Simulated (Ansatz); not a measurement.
# H12OSi5: the cost of one run

Program: Ansatz 0.2.0. Level of theory: RKS revPBE-D4/STO-3G. These are calculated values, not measurements.

### Step 1. The structure to begin with

Bond lengths (14 of 17 bonds, heavy atoms first): Si1–O2 1.680 Å, O2–Si3 1.680 Å, Si1–Si7 2.220 Å, Si1–Si11 2.218 Å, Si1–Si15 2.218 Å, Si3–H4 1.460 Å, Si3–H5 1.460 Å, Si3–H6 1.460 Å, Si7–H8 1.460 Å, Si7–H9 1.460 Å, Si7–H10 1.460 Å, Si11–H12 1.460 Å, Si11–H13 1.460 Å, Si11–H14 1.460 Å. Angles (14 of 31 angles, heavy atoms first): Si1–O2–Si3 125.0°, O2–Si1–Si7 109.5°, O2–Si1–Si11 109.5°, O2–Si1–Si15 109.5°, Si7–Si1–Si11 109.5°, Si7–Si1–Si15 109.5°, Si11–Si1–Si15 109.5°, O2–Si3–H4 109.5°, O2–Si3–H5 109.5°, O2–Si3–H6 109.5°, Si1–Si7–H8 109.5°, Si1–Si7–H9 109.5°, Si1–Si7–H10 109.5°, Si1–Si11–H12 109.5°.

As a file:

```xyz
18

Si    0.0000    0.0000    0.0000
O     0.0000    0.0000    1.6800
Si   -1.3147   -0.4067    2.6436
H    -2.2390   -1.2403    1.8804
H    -0.8506   -1.1432    3.8157
H    -1.9987    0.8095    3.0733
Si    2.0935    0.0000   -0.7393
H     2.5508   -1.3762   -0.9079
H     2.1573    0.6939   -2.0222
H     2.9510    0.6823    0.2255
Si   -1.0456    1.8115   -0.7393
H    -2.4302    1.4780   -1.0607
H    -1.0215    2.8436    0.2931
H    -0.3743    2.3069   -1.9374
Si   -1.0456   -1.8115   -0.7393
H    -1.7029   -2.4846    0.3772
H    -2.0454   -1.4265   -1.7311
H    -0.0777   -2.7173   -1.3511
```

### Step 2. Preparing the start

File input.yaml:

```yaml
crystal:
  periodic: [false, false, false]
  atoms:
    - { symbol: Si, position_ang: [0.0, 0.0, 0.0] }
    - { symbol: O, position_ang: [0.0, 0.0, 1.68] }
    - { symbol: Si, position_ang: [-1.3147, -0.4067, 2.6436] }
    - { symbol: H, position_ang: [-2.239, -1.2403, 1.8804] }
    - { symbol: H, position_ang: [-0.8506, -1.1432, 3.8157] }
    - { symbol: H, position_ang: [-1.9987, 0.8095, 3.0733] }
    - { symbol: Si, position_ang: [2.0935, 0.0, -0.7393] }
    - { symbol: H, position_ang: [2.5508, -1.3762, -0.9079] }
    - { symbol: H, position_ang: [2.1573, 0.6939, -2.0222] }
    - { symbol: H, position_ang: [2.951, 0.6823, 0.2255] }
    - { symbol: Si, position_ang: [-1.0456, 1.8115, -0.7393] }
    - { symbol: H, position_ang: [-2.4302, 1.478, -1.0607] }
    - { symbol: H, position_ang: [-1.0215, 2.8436, 0.2931] }
    - { symbol: H, position_ang: [-0.3743, 2.3069, -1.9374] }
    - { symbol: Si, position_ang: [-1.0456, -1.8115, -0.7393] }
    - { symbol: H, position_ang: [-1.7029, -2.4846, 0.3772] }
    - { symbol: H, position_ang: [-2.0454, -1.4265, -1.7311] }
    - { symbol: H, position_ang: [-0.0777, -2.7173, -1.3511] }
basis:
  gaussian: { orbitals: STO-3G }
hamiltonian:
  xc: revpbe
  dispersion: d4
relax:
  f_tol: 0.02
  max_steps: 40
```

Run with:

```
ansatz run input.yaml --threads 2 --pin off --max-ram 3072MiB --backend cpu --events-out ev --progress --plain --runs-dir out
```

**Question.** How long does this run take on 2 threads of Arm Neoverse V1, shared host, and how much memory does it need?

About 80 s, with a peak of 0.14 GiB.
